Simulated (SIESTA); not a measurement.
**NbPd3 under changes of volume**

One of the cells (14.604 Å³/atom); the others are scaled copies at fixed shape and fractional positions:

```
Pd Nb
1.0
    -1.92201    1.92201    3.95329
     1.92201   -1.92201    3.95329
     1.92201    1.92201   -3.95329
Pd Nb
3 1
Direct
  0.50000 0.50000 0.00000
  0.25000 0.75000 0.50000
  0.75000 0.25000 0.50000
  0.00000 0.00000 0.00000
```

- Program: SIESTA 5.4.2
- Functional: PBEsol
- Potentials or basis: PseudoDojo 0.4 standard (PBEsol files)
- Basis: DZP (energy shift 0.003 Ry; two zetas on semicore shells)
- Grid cutoff: 800 Ry
- Energy shift: 0.003 Ry
- k mesh: 10 × 10 × 10
- Occupations: fermi-dirac, width 0.05 eV
- Spin: no spin polarisation

```tsv
volume (Å³/atom)	energy over the lowest point (meV/atom)	pressure (GPa)
14.008	56.35	19.3
14.306	?	?
14.604	8.20	7.1
15.200	0.00	-2.3
15.498	8.06	-6.2
```

Q: What does the run at 14.306 Å³/atom give?

A: Energy over the lowest point 26.58 meV/atom; pressure 12.9 GPa.

Worked out: A Birch-Murnaghan fit of order 2 (a polynomial in V^(-2/3)) to the other rows has its minimum at 15.04 Å³/atom with B0 = V·E''(V) = 231 GPa at fixed shape and positions, which overstates the stiffness. It gives 26.86 meV/atom at 14.306 Å³/atom, against the run's 26.58, and -dE/dV = 12.8 GPa, against 12.9.

Energies are extrapolated to zero smearing.

Caveats: the basis of atomic orbitals isn't converged, which shifts pressures, moduli and gaps.
